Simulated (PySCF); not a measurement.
# C2H5GaS2: the cost of one run

Computed with PySCF 2.14.0, with density-fitted response routines of our own, on a single molecule in the gas phase. Atoms are numbered from 0 throughout.

### Step 1. The molecule as given

10 atoms, charge 0, multiplicity 1; geometry from: GFN2-xTB. The atoms were then displaced at random by about 0.01 Å, so the start is not that level's minimum.

Bonds of the start (Å): C0–C1 1.54, C1–S2 1.84, S2–Ga3 2.28, Ga3–S4 2.27, S4–C0 1.82, C0–H5 1.09, C0–H6 1.09, C1–H7 1.08, C1–H8 1.12, Ga3–H9 1.54.

### Step 2. Relaxing the molecule at PBE0-D3(BJ)/def2-SVP

What the job is given:

```
{"job": {"xc": "PBE0", "basis": "def2-SVP", "d3": "d3bj", "grid": 1, "shake": 0.01, "kind": "geom"}, "charge": 0, "multiplicity": 1}
C     -0.743740    -0.851990    -0.168930
C     -0.896210     0.682560    -0.243570
S      0.477920     1.507940    -1.151640
Ga     2.024450     0.170420    -0.145680
S      0.696640    -1.415380     0.783970
H     -0.710670    -1.253400    -1.176750
H     -1.621490    -1.239390     0.344300
H     -1.774260     0.953220    -0.804490
H     -0.955760     1.124050     0.779080
H      3.553550     0.301040    -0.090170
```

Launch:

```console
$ OMP_NUM_THREADS=1 python probes_run.py task.json out
```

The driver reads the jobs from task.json and runs them one after another.

Q: Estimate the wall time and peak memory of this first job on 1 thread of Arm Neoverse V2, shared host.

About 43 s, with a peak of 0.52 GiB.
